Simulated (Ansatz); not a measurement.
## A log of run times: single point runs on GB300 cards

All times were clocked for whole runs of Ansatz 0.2.0, start-up included, one run at a time with no other job on the machine: a node with four NVIDIA GB300 Max-Q cards and 144 Grace (Neoverse V2) cores. Times and memory are rounded to two significant figures, and ratios are formed from the unrounded values. A row is a single run, so small differences between rows aren't established. System services beside the runs took up to 4 cores (rounded up). Runs with a thread on every core shared the cores with them. Precision is the program's default, which can work at lower precision in parts of a run. Card memory is the largest of readings taken every 0.4 s, so short peaks can be missed, and it isn't given for runs under about 3 s. It shows what a run took, which needn't be the least that it can run in: the program holds more work at once where threads and free memory allow. Ansatz fits or factors the two-electron integrals of a Gaussian basis by default. It has two schemes, and a run can build a set of factors by either or by both: the log gives each set's size, with a bound on the integrals' error for one scheme and none for the other.

| system | level | atoms | basis functions | integral factors | basis | flags | threads | cards used | SCF iterations | wall time | stage clocks | outside them | CPU time | host memory (GiB) | fullest card (GiB) |
| --- | --- | --- | --- | --- | --- | --- | --- | --- | --- | --- | --- | --- | --- | --- | --- |
| C4H4S, SMILES c1ccsc1 | HF | 9 | 185 | 1430 (no error bound) | def2-tzvp | --backend cuda --devices 1 | 144 | 1 | 13 | 1.7 s | 1.1 s | 0.63 s | 67 s | 1.1 |  |
| C3H4O3, SMILES O=C1OCCO1 | HF | 10 | 174 | 1720 (no error bound) | aug-cc-pvdz | --backend cuda --devices 1 | 144 | 1 | 13 | 1.7 s | 1.1 s | 0.64 s | 65 s | 1.1 |  |
| C7H8, SMILES c1ccccc1C | HF | 15 | 138 | 2172 (no error bound) | cc-pvdz | --backend cuda --devices 1 | 144 | 1 | 12 | 1.9 s | 1.2 s | 0.68 s | 66 s | 1.1 |  |
| C3H6O3, SMILES COC(=O)OC | PBE0 | 12 | 285 | 1380 (no error bound) | def2-tzvpd | --backend cuda --devices 1 | 144 | 1 | 19 | 2.9 s | 2.2 s | 0.75 s | 110 s | 1.2 |  |
| C8H20O4Si, SMILES CCO[Si](OCC)(OCC)OCC | PBE | 33 | 286 | 3192 (no error bound) | def2-svp | --backend cuda --devices 1 | 144 | 1 | 20 | 3.3 s | 2.5 s | 0.78 s | 2.1 min | 1.0 | 2.7 |
| Ge8H18 (germane series) | B3LYP | 26 | 596 | 4392 (no error bound) | cc-pvtz | --backend cuda --devices 1 | 144 | 1 | 18 | 7.3 s | 6.7 s | 0.69 s | 3.9 min | 4.8 | 5.8 |

The stage clocks are the program's own; these runs have one, the mean-field stage. The mean-field stage is one clock over all work up to the reference state: integrals, SCF, the wait for a card to open. It also holds the gradient, which the log begins ahead of the stage's close and which has no clock of its own, so its share isn't known. Outside lie the rest of start-up and exit.

SCF iterations count the mean-field evaluations that the program logged over all starts and steps, those after a first convergence included. Functionals ending in -V hold the non-local VV10 term, a sum over pairs of grid points whose cost follows the grid and not the basis.

The rows are different systems and settings, so they are no series in one variable.

How long does this run take? system: C2H8O2 (methanol cluster); level: wB97X-V with gradient; atoms: 12; basis functions: 172; integral factors: 1014 (no error bound) and 300 (error up to 1.1e-5 eV); basis: def2-tzvp; typed settings: forces; flags: --backend cuda --devices 1; threads: 144; cards used: 1.

3.4 s, in 18 SCF iterations, with 2.5 min of CPU time and 1.1 GiB of host memory, and 2.5 GiB on the fullest card. Of the wall time 2.7 s is on the stage clocks and 0.66 s outside. The gradient lies inside the mean-field stage and has no clock of its own. The mean-field stage holds the wait for the card to open, which has no clock of its own, so a stage this short says little about the card's speed.
